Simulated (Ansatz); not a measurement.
ScSi2:

```
Sc Si
1.0
     3.66000    0.00000    0.00000
    -1.83000    3.16965    0.00000
     0.00000    0.00000    3.87000
Sc Si
1 2
Direct
  0.00000 0.00000 0.00000
  0.66667 0.33333 0.50000
  0.33333 0.66667 0.50000
```

* Program: Ansatz 0.2.0
* Task: single point
* Functional: PBE
* Potentials or basis: all-electron LAPW, scalar-relativistic
* Cutoff: 301 eV (chosen from the basis error)
* Basis error allowed: 0.001 eV/atom
* k mesh: 8 × 8 × 7
* Occupations: fermi-dirac, width 0.05 eV
* Spin: no spin polarisation

On this cell: pressure 25.0 GPa; largest force under 0.003 eV/Å; band gap on the k mesh none (metal or under the smearing width).

The same run follows on a disturbed copy (atoms moved at random, drawn with an rms of 0.05 Å):

```xyz
3
Lattice="3.6600 0.0000 0.0000 -1.8300 3.1697 0.0000 0.0000 0.0000 3.8700" Properties=species:S:1:pos:R:3 pbc="T T T"
Sc   -0.0059    0.0089   -0.0475
Si    1.8350    1.0981    1.9719
Si   -0.0511    2.1375    1.9350
```

Problem. What changes?

Solution. The energy (extrapolated to zero smearing) moves by +23.0 meV/atom; pressure 25.5 GPa; largest force 1.669 eV/Å; band gap on the k mesh none (metal or under the smearing width).

Forces in eV/Å, atoms in the order of the input:
```
Sc  -0.088  0.127  0.641
Si  -1.463 -0.606 -0.250
Si   1.550  0.479 -0.390
```

Stress tensor (GPa, compression positive):
```
39.60  5.51 -0.21
 5.51 35.92  0.12
-0.21  0.12  1.11
```

Caveats: so large a pressure means that the cell lies far from this level's equilibrium, or that cutoff or potentials fall short (some runs).

The runs don't all hold the same shells in valence.
